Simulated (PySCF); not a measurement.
# SiHBr₃: fields and orbitals

For SiHBr₃, the scripts below analyse its density (charges, bond critical points, surface potential), see where an electron leaves and enters and measure its response to a uniform field.

The runs use PySCF 2.14.0; levels as typed in each script, gas phase, geometry from GFN2-xTB.

## Step 1: The system as given

SMILES `Br[SiH](Br)Br`, 5 atoms, charge 0, spin multiplicity 1.

Bond lengths: Br1–Si2 2.207 Å, Si2–Br3 2.207 Å, Si2–Br4 2.207 Å, Si2–H5 1.440 Å. Angles: Br1–Si2–Br3 109.0°, Br1–Si2–Br4 109.0°, Br1–Si2–H5 110.0°, Br3–Si2–Br4 109.0°, Br3–Si2–H5 110.0°, Br4–Si2–H5 110.0°.

Coordinates:

| atom | x (Å) | y (Å) | z (Å) |
| --- | --- | --- | --- |
| Br1 | 2.0732 | 0.0670 | 0.1062 |
| Si2 | -0.0001 | 0.0000 | -0.6474 |
| Br3 | -1.0946 | 1.7619 | 0.1062 |
| Br4 | -0.9786 | -1.8290 | 0.1062 |
| H5 | 0.0002 | 0.0003 | -2.0879 |

## Step 2: Density, bond paths and surface potential (B3LYP/def2-svpd)

File input.py:

```python
import numpy as np
from pyscf import gto, scf, dft
from pyscf.scf import atom_ks, atom_hf
from scipy.linalg import block_diag

def solve(mol, dm0=None, hcore=None):
    mf = (dft.UKS if mol.spin else dft.RKS)(mol, xc='b3lyp')
    mf.grids.level = 3
    mf = mf.density_fit(auxbasis='def2-universal-jkfit')
    mf.conv_tol, mf.max_cycle = 1e-8, 80
    if hcore is not None:
        mf.get_hcore = lambda *args: hcore
    mf.kernel(dm0)
    if not mf.converged:
        mf = mf.newton().run(mf.mo_coeff, mf.mo_occ, max_cycle=30)
    assert mf.converged, 'SCF not converged'
    return mf

mol = gto.M(atom='''
Br     2.07324     0.06701     0.10620
Si    -0.00013     0.00003    -0.64743
Br    -1.09463     1.76195     0.10622
Br    -0.97856    -1.82897     0.10621
H      0.00019     0.00028    -2.08789
''', basis='def2-svpd', charge=0, spin=0, verbose=4)
mf = solve(mol)
mf.analyze()
# spherically averaged free atoms, for the promolecule
atm = atom_ks.get_atm_nrks(mol, xc='b3lyp')
pro = block_diag(*[(atm[a[0]][2] * atm[a[0]][3]) @ atm[a[0]][2].T for a in mol._atom])
np.savez('result.npz', e=mf.e_tot, c=mf.mo_coeff, occ=mf.mo_occ, eps=mf.mo_energy, pro=pro, dip=mf.dip_moment(verbose=0), s2=mf.spin_square()[0])
```

Command:

```
> OMP_NUM_THREADS=1 python input.py
```

## Step 4: Removing and adding an electron (B3LYP/def2-svpd)

Edit input.py of step 2 so:

```diff
@@ -26,3 +26,12 @@
 mf = solve(mol)
-mf.analyze()
+out = dict(e0=mf.e_tot, dm0=mf.make_rdm1(), c=mf.mo_coeff, occ=mf.mo_occ, eps=mf.mo_energy)
+for name, dq, spin in [('cation', 1, 1)]:
+    ion = mol.copy().set(charge=mol.charge + dq, spin=spin).build()
+    mi = solve(ion)
+    if spin and dq > 0 and mol.nao < 130:
+        c, _, stable, _ = mi.stability(return_status=True)
+        if not stable:
+            mi = solve(ion, mi.make_rdm1(c, mi.mo_occ))
+    print(name, 'vertical energy change / eV', (mi.e_tot - mf.e_tot) * 27.211386)
+    out.update({'e_' + name: mi.e_tot, 'dm_' + name: mi.make_rdm1(), 's2_' + name: mi.spin_square()[0], 'eps_' + name: mi.mo_energy, 'occ_' + name: mi.mo_occ})
 # spherically averaged free atoms, for the promolecule
@@ -30,2 +39,2 @@
 pro = block_diag(*[(atm[a[0]][2] * atm[a[0]][3]) @ atm[a[0]][2].T for a in mol._atom])
-np.savez('result.npz', e=mf.e_tot, c=mf.mo_coeff, occ=mf.mo_occ, eps=mf.mo_energy, pro=pro, dip=mf.dip_moment(verbose=0), s2=mf.spin_square()[0])
+np.savez('result.npz', pro=pro, **out)
```

## Step 6: Response to an electric field (B3LYP/def2-svpd)

File input.py:

```python
import numpy as np
from pyscf import gto, scf, dft
from pyscf.scf import atom_ks, atom_hf
from scipy.linalg import block_diag

def solve(mol, dm0=None, hcore=None):
    mf = (dft.UKS if mol.spin else dft.RKS)(mol, xc='b3lyp')
    mf.grids.level = 3
    mf = mf.density_fit(auxbasis='def2-universal-jkfit')
    mf.conv_tol, mf.max_cycle = 1e-8, 80
    if hcore is not None:
        mf.get_hcore = lambda *args: hcore
    mf.kernel(dm0)
    if not mf.converged:
        mf = mf.newton().run(mf.mo_coeff, mf.mo_occ, max_cycle=30)
    assert mf.converged, 'SCF not converged'
    return mf

mol = gto.M(atom='''
Br     2.07324     0.06701     0.10620
Si    -0.00013     0.00003    -0.64743
Br    -1.09463     1.76195     0.10622
Br    -0.97856    -1.82897     0.10621
H      0.00019     0.00028    -2.08789
''', basis='def2-svpd', charge=0, spin=0, verbose=4)
field = np.array([0.004, 0.0, 0.0])  # atomic units
mol.set_common_orig(mol.atom_charges() @ mol.atom_coords() / mol.atom_charges().sum())
mf = solve(mol)
out = dict(dm0=mf.make_rdm1(), d0=mf.dip_moment(unit='AU'), e0=mf.e_tot)
for name, sign in (('p', 1), ('m', -1)):
    h = mf.get_hcore() + sign * np.einsum('x,xij->ij', field, mol.intor('int1e_r'))
    mi = solve(mol, mf.make_rdm1(), h)
    out.update({'dm' + name: mi.make_rdm1(), 'd' + name: mi.dip_moment(unit='AU'), 'e' + name: mi.e_tot})
# spherically averaged free atoms, for the promolecule
atm = atom_ks.get_atm_nrks(mol, xc='b3lyp')
pro = block_diag(*[(atm[a[0]][2] * atm[a[0]][3]) @ atm[a[0]][2].T for a in mol._atom])
np.savez('result.npz', pro=pro, **out)
```

(Steps that only read results are left out.)

What does the calculation give? Wanted: dipole moment; HOMO, LUMO; vertical ionisation energy; polarisability along the field.

**Answer**, as computed:

| quantity | value |
| --- | --- |
| dipole moment (B3LYP/def2-svpd) | 0.79 D |
| HOMO, LUMO (B3LYP/def2-svpd) | -8.30, -1.52 eV |
| vertical ionisation energy (B3LYP/def2-svpd) | 10.38 eV |
| polarisability along the field (B3LYP/def2-svpd) | 98.8 bohr³ |

**Reading.** At B3LYP/def2-svpd: The highest Hirshfeld charge is on Si2 (+0.32 e), the lowest on Br1, Br3 and Br4 (−0.09 e). The ionisation energy from two SCF runs, 10.38 eV, lies 2.1 eV above −ε(HOMO) = 8.30 eV of the same level, B3LYP/def2-svpd, since self-interaction lifts this functional's HOMO. All values hold at the given geometry, in the gas phase.
